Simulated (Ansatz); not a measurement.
# C2H5ClF2Si: up Jacob's ladder to CCSD(T)

One table from this session's results is given with a row withheld; the runs are named, their logs left out.

Computed with Ansatz 0.2.0, Gaussian basis. Level: functionals in def2-TZVPP, the program's frozen cores in correlated methods.

The runs, in order: PBE-D4, r2SCAN-D4, PBE0-D4, B3LYP-D4, ωB97X-V, ωB97M-V, B2PLYP; CCSD(T)/def2-TZVPP; MP2/def2-QZVPP; extrapolation to the limit.

### Structure used throughout

The geometry comes from an earlier relaxation with PBE0-D4 in a triple-zeta def2 set; it is a stationary point, not always the lowest conformer.

SMILES `C[C@H](F)[Si@H](F)Cl`, 11 atoms, charge 0, spin multiplicity 1.

Atoms are counted from 1 here; the program's logs count them from 0.

Bond lengths: C1–C2 1.510 Å, C1–H7 1.093 Å, C1–H8 1.092 Å, C1–H9 1.093 Å, C2–F3 1.400 Å, C2–Si4 1.885 Å, C2–H10 1.096 Å, Si4–F5 1.594 Å, Si4–Cl6 2.034 Å, Si4–H11 1.476 Å. Angles: C2–C1–H7 111.4°, C2–C1–H8 110.3°, C2–C1–H9 110.0°, H7–C1–H8 108.3°, H7–C1–H9 108.4°, H8–C1–H9 108.4°, C1–C2–F3 109.4°, C1–C2–Si4 113.4°, C1–C2–H10 110.3°, F3–C2–Si4 106.7°, F3–C2–H10 106.9°, Si4–C2–H10 109.8°, C2–Si4–F5 107.7°, C2–Si4–Cl6 110.4°, C2–Si4–H11 112.5°, F5–Si4–Cl6 108.5°, F5–Si4–H11 108.5°, Cl6–Si4–H11 109.2°.

As a file:

```xyz
11

C     0.81348   -1.13502   -0.44377
C     0.58875    0.14912    0.31812
F     0.77172   -0.08260    1.68621
Si   -1.15169    0.84509    0.11464
F    -1.40198    1.07370   -1.44269
Cl   -1.31501    2.63722    1.06320
H     0.09121   -1.90175   -0.15384
H     1.81776   -1.51858   -0.25083
H     0.71352   -0.95531   -1.51707
H     1.32752    0.90242    0.01995
H    -2.18979   -0.07129    0.62677
```

The first run:

in.yaml

```yaml
crystal:
  periodic: [false, false, false]
  atoms:
    - {symbol: C, position_ang: [0.813476, -1.135017, -0.443769]}
    - {symbol: C, position_ang: [0.588751, 0.149116, 0.318120]}
    - {symbol: F, position_ang: [0.771720, -0.082605, 1.686214]}
    - {symbol: Si, position_ang: [-1.151692, 0.845090, 0.114645]}
    - {symbol: F, position_ang: [-1.401980, 1.073698, -1.442688]}
    - {symbol: Cl, position_ang: [-1.315006, 2.637222, 1.063197]}
    - {symbol: H, position_ang: [0.091209, -1.901749, -0.153838]}
    - {symbol: H, position_ang: [1.817763, -1.518581, -0.250835]}
    - {symbol: H, position_ang: [0.713522, -0.955310, -1.517066]}
    - {symbol: H, position_ang: [1.327524, 0.902420, 0.019952]}
    - {symbol: H, position_ang: [-2.189788, -0.071286, 0.626770]}
basis:
  gaussian: {orbitals: def2-TZVPP}
hamiltonian: {xc: pbe, dispersion: d4}
output: {forces: true, orbitals: {seedname: orbitals}}
```

Started as:

```console
$ ansatz run in.yaml --threads 4 --pin off --events-out ev --progress --plain --max-ram 10444MiB
```

Steps of the session up to this table: PBE-D4 (GGA); r2SCAN-D4 (meta-GGA); PBE0-D4 (hybrid); B3LYP-D4 (hybrid); ωB97X-V (range-separated); ωB97M-V (range-separated); B2PLYP (double hybrid); CCSD(T) in def2-TZVPP; MP2 in def2-QZVPP.

One of the session's tables, all rows but one given; the rest of the session is left out.

It belongs to the step «Atomisation energies». 

```
            method  atomisation energy (kJ/mol)
            PBE-D4                       4263.5
         r2SCAN-D4                       4206.5
           PBE0-D4                       4189.6
          B3LYP-D4                       4170.5
           ωB97X-V                       4206.5
           ωB97M-V                       4206.2
            B2PLYP                       4139.2
     HF/def2-TZVPP                            ?
    MP2/def2-TZVPP                       4182.7
   CCSD/def2-TZVPP                       4024.4
CCSD(T)/def2-TZVPP                       4084.4
           MP2/CBS                       4296.2
       CCSD(T)/CBS                       4197.9
```

Q: Estimate the row for HF/def2-TZVPP from the others.

As computed: atomisation energy (kJ/mol): 3122.0. In the column «atomisation energy (kJ/mol)» it is the lowest.
